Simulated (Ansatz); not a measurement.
**GaAs (F-43m): dielectric-dependent hybrid calculation**

The task is a dielectric-dependent hybrid calculation, for GaAs (F-43m).

Program: Ansatz 0.2.0, driven from Python. The levels of theory stand in the script. These are calculated values, not measurements.

### 1 The structure

It takes space group F-43m (No. 216, cubic). The conventional cell has a = 5.654 Å, b = 5.654 Å, c = 5.654 Å, α = 90.00°, β = 90.00°, γ = 90.00°. Around Ga (site symmetry -43m) lie 4 As at 2.45 Å. As (site symmetry -43m) has 4 Ga at 2.45 Å as nearest neighbours.

The script holds or builds the structure itself.

### 2 Script

Contents of ddh_gaas.py:

```python
"""Dielectric-dependent hybrid for GaAs."""

import warnings

import ansatz as az
import numpy as np


def count_gap(report):
    # lowest empty less highest filled band, counting bands; zero where they overlap
    return max(report.get("gap_by_band_count_ev") or 0.0, 0.0)


def main() -> None:
    warnings.simplefilter("ignore", az.DeckWarning)

    system = (
        az.Lattice.from_parameters(3.99777, 3.99777, 3.99777, alpha=60.0, beta=60.0, gamma=60.0)
        .atom("Ga", (0.0, 0.0, 0.0))
        .atom("As", (0.25, 0.25, 0.25))
    )

    setup = (
        system.calculation()
        .basis(20 * az.Ha, density_ratio=6)
        .kpoints(4, 4, 4)
        .scf(tolerance=1e-08)
        .occupations("fixed")
        .band_table()
    )
    semilocal = setup.functional("pbe").run(threads=1, backend="cpu").report
    hybrid = setup.functional(exchange="pbe", correlation="pbe", exact_fraction="inverse_dielectric").run(threads=1, backend="cpu").report
    alpha = hybrid["hybrid"]["exact_exchange_fraction"]
    print(f"fraction of exact exchange {alpha:.4f}, so eps_inf = {1 / alpha:.2f}")
    print(f"gap by band count: {count_gap(semilocal):.3f} eV semilocal, {count_gap(hybrid):.3f} eV hybrid")


if __name__ == "__main__":
    main()
```

### 3 Launch

The run is started by

```
python ddh_gaas.py
```

Output:

```text
fraction of exact exchange 0.0732, so eps_inf = 13.67
gap by band count: 0.505 eV semilocal, 0.962 eV hybrid
```

It took 39 s on 1 thread of Arm Neoverse V1, shared host; peak memory 1.1 GiB.

### 4 What each run gave

The 2 runs, in the order started:

```
run  functional  hamiltonian.xc.exchange  hamiltonian.xc.correlation  energy (eV/atom)  gap on the mesh (eV)  SCF cycles  CPU time (s)
  1         pbe                  not set                     not set        -4319.8314                  0.51           6             1
  2     not set                      pbe                         pbe        -4320.0834                  0.96          11            36
```

Totals under unlike functionals or potentials can't be compared directly.

### 5 What came out

| quantity | value |
| --- | --- |
| runs compared | 2 |
| gap on the mesh | 0.51 (pbe) to 0.96 eV (the functional composed in the script) |

**Reading.** The fraction is 0.0732, one over a mean dielectric constant (a third of the trace) of 13.67. It opens the gap from 0.505 to 0.962 eV, by 0.46 eV. Energy and stress may still move on a finer k-point mesh. Gaps and levels are Kohn-Sham values on a finite set of k-points, without spin-orbit coupling. The gaps are those of a coarse mesh; the run finds the dielectric constant of the semilocal functional on meshes of its own.
